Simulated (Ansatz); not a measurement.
# WGe+ (quartet): from Hartree-Fock to the top rungs, def2-SVP

An exercise on one series of results from a longer session: the logs are not shown, and one member is left open.

The runs use Ansatz 0.2.0, Gaussian basis; def2-SVP, core rule «outside noble gas», up to 18 orbitals frozen.

To be run: UHF; CCSD(T) on ROHF; CCSD(T) on UHF; CISD; CCSDT(Q) on ROHF; CCSDT(Q) on UHF; CASSCF and MRCISD+Q, 9 electrons in 10 orbitals; CASSCF and NEVPT4(SD), 9 electrons in 10 orbitals; CASSCF and NEVPT2, 9 electrons in 10 orbitals.

20 further runs of the same task are left out: 4 for a known fault of the program, 4 that didn't finish, 12 set aside as unsound or not needed.

### What is computed

The geometry is a PBE0/def2-TZVP stationary point (not a proven minimum) of the parent state, kept for this charge and spin. No spin-orbit coupling is included. Elements past krypton take def2 core potentials. The filled d shell of Ge may be among the frozen orbitals whatever the setting's name suggests; the logs give the count.

2 atoms, charge 1, spin multiplicity 4.

Atoms are counted from 1 here; the program's logs count them from 0.

Bond lengths: W1–Ge2 2.331 Å.

Set-up of the first run:

Input file in.yaml:

```yaml
crystal:
  periodic: [false, false, false]
  atoms:
    - {symbol: W, position_ang: [0.000000, 0.000000, 0.000000]}
    - {symbol: Ge, position_ang: [0.000000, 0.000000, 2.331010]}
basis:
  gaussian: {orbitals: def2-SVP}
total_charge: 1
magnetization: {spin_polarized: true, initial_magnetization: 3}
hamiltonian: {xc: hf}
output: {orbitals: {seedname: orbitals}}
```

On the command line:

```sh
$ ansatz run in.yaml --threads 1 --pin off --events-out ev --progress --plain --max-ram 2393MiB
```

Among the steps run: UHF; CCSD(T) on ROHF; CCSD(T) on UHF; CISD; CCSDT(Q) on ROHF; CCSDT(Q) on UHF; CASSCF and MRCISD+Q, 9 electrons in 10 orbitals; CASSCF and NEVPT4(SD), 9 electrons in 10 orbitals; CASSCF and NEVPT2, 9 electrons in 10 orbitals.

One table of the session follows, with a row left open; its other results are not shown here.

```
            method  from RCCSDT(Q) (meV)
              ROHF               +5669.8
              RMP2               +1031.0
              UMP2               +1445.6
              CISD                +935.0
             RCCSD                +429.2
             UCCSD                +339.4
          RCCSD(T)                +114.0
          UCCSD(T)                 +90.3
            RCCSDT                 +59.3
            UCCSDT                  +2.6
         RCCSDT(Q)                     0
         UCCSDT(Q)                 -47.7
    CASSCF valence                     ?
    NEVPT2 valence                +690.2
NEVPT4(SD) valence                 +45.7
    MRCISD valence                +197.3
  MRCISD+Q valence                 -13.3
```

**Question.** Estimate the row for CASSCF valence.

**Answer.** from RCCSDT(Q) (meV): +3209.4. In the column «from RCCSDT(Q) (meV)» it lies between UMP2 (+1445.6) and ROHF (+5669.8).

Left out of the table: UHF (another determinant or state than the rows shown).

Limits of these values: The determinant is far from a pure spin state, so its energy mixes those of several spin states (harmless only where they are near-degenerate, as at dissociation). Warnings: spin contamination; coupled cluster took another determinant than the lowest; large T1 diagnostic. Restricted and unrestricted rows rest on different reference determinants; where their highest levels disagree by more than a few hundredths of an eV, they describe different states and don't form one ladder.
